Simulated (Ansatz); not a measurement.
# C₄H₄F₆O: basis-set convergence

One table from this session's results is given with a row withheld; the runs are named, their logs left out.

Method: one geometry, several basis sets; program: Ansatz 0.2.0, Gaussian basis.

Plan: PBE0-D4/def2-SVP; ωB97M-V/def2-SVP; PBE0-D4/def2-QZVPP; ωB97M-V/def2-QZVPP; the functionals' def2-TZVPP values are taken from earlier runs.

**The relaxed structure**

The geometry comes from an earlier relaxation with PBE0-D4 in a triple-zeta def2 set; it is a stationary point, not always the lowest conformer.

SMILES `FCC(F)C(F)(F)OC(F)F`, 15 atoms, charge 0, spin multiplicity 1.

Atoms are counted from 1 here; the program's logs count them from 0.

Bond lengths: F1–C2 1.374 Å, C2–C3 1.507 Å, C2–H12 1.092 Å, C2–H13 1.093 Å, C3–F4 1.376 Å, C3–C5 1.528 Å, C3–H14 1.094 Å, C5–F6 1.337 Å, C5–F7 1.347 Å, C5–O8 1.374 Å, O8–C9 1.379 Å, C9–F10 1.344 Å, C9–F11 1.334 Å, C9–H15 1.090 Å. Angles: F1–C2–C3 109.0°, F1–C2–H12 108.8°, F1–C2–H13 108.8°, C3–C2–H12 110.3°, C3–C2–H13 110.1°, H12–C2–H13 109.8°, C2–C3–F4 110.3°, C2–C3–C5 112.3°, C2–C3–H14 110.3°, F4–C3–C5 107.9°, F4–C3–H14 108.2°, C5–C3–H14 107.7°, C3–C5–F6 108.6°, C3–C5–F7 109.1°, C3–C5–O8 115.5°, F6–C5–F7 107.9°, F6–C5–O8 105.5°, F7–C5–O8 110.0° and more.

Set-up of the first run:

Contents of in.yaml:

```yaml
crystal:
  periodic: [false, false, false]
  atoms:
    - {symbol: F, position_ang: [-1.638502, 1.530087, -2.032575]}
    - {symbol: C, position_ang: [-0.738767, 1.305106, -1.018324]}
    - {symbol: C, position_ang: [-1.110787, 0.030854, -0.305242]}
    - {symbol: F, position_ang: [-0.801422, -1.059487, -1.084853]}
    - {symbol: C, position_ang: [-0.379704, -0.121775, 1.028225]}
    - {symbol: F, position_ang: [-0.793323, 0.845247, 1.853974]}
    - {symbol: F, position_ang: [-0.711846, -1.305795, 1.579031]}
    - {symbol: O, position_ang: [0.987423, 0.004584, 0.972017]}
    - {symbol: C, position_ang: [1.727608, -0.990934, 0.368622]}
    - {symbol: F, position_ang: [2.148748, -0.556967, -0.831641]}
    - {symbol: F, position_ang: [2.809348, -1.185806, 1.124413]}
    - {symbol: H, position_ang: [0.261786, 1.219858, -1.447636]}
    - {symbol: H, position_ang: [-0.773796, 2.148123, -0.323306]}
    - {symbol: H, position_ang: [-2.185231, 0.010260, -0.100396]}
    - {symbol: H, position_ang: [1.176867, -1.924155, 0.246993]}
basis:
  gaussian: {orbitals: def2-SVP}
hamiltonian: {xc: pbe0, dispersion: d4}
output: {orbitals: {seedname: orbitals}}
```

Command:

```bash
> ansatz run in.yaml --threads 5 --pin off --events-out ev --progress --plain --max-ram 66560MiB --backend cpu
```

Steps of the session up to this table: PBE0-D4 in def2-SVP; ωB97M-V in def2-SVP; PBE0-D4 in def2-QZVPP; ωB97M-V in def2-QZVPP.

One table of the session follows, with a row left open; its other results are not shown here.

It belongs to the step «Functionals by basis». 

```
functional       basis  HOMO (eV)  LUMO (eV)
   PBE0-D4    def2-SVP      -9.93       1.46
   PBE0-D4  def2-TZVPP     -10.07       1.00
   PBE0-D4  def2-QZVPP     -10.12       0.69
   ωB97M-V    def2-SVP     -12.32       3.59
   ωB97M-V  def2-TZVPP          ?          ?
   ωB97M-V  def2-QZVPP     -12.54       2.02
```

**Question.** Estimate the row for ωB97M-V, def2-TZVPP.

As computed: HOMO (eV): -12.49; LUMO (eV): 2.87. In the column «HOMO (eV)» it lies between ωB97M-V, def2-QZVPP (-12.54) and ωB97M-V, def2-SVP (-12.32).
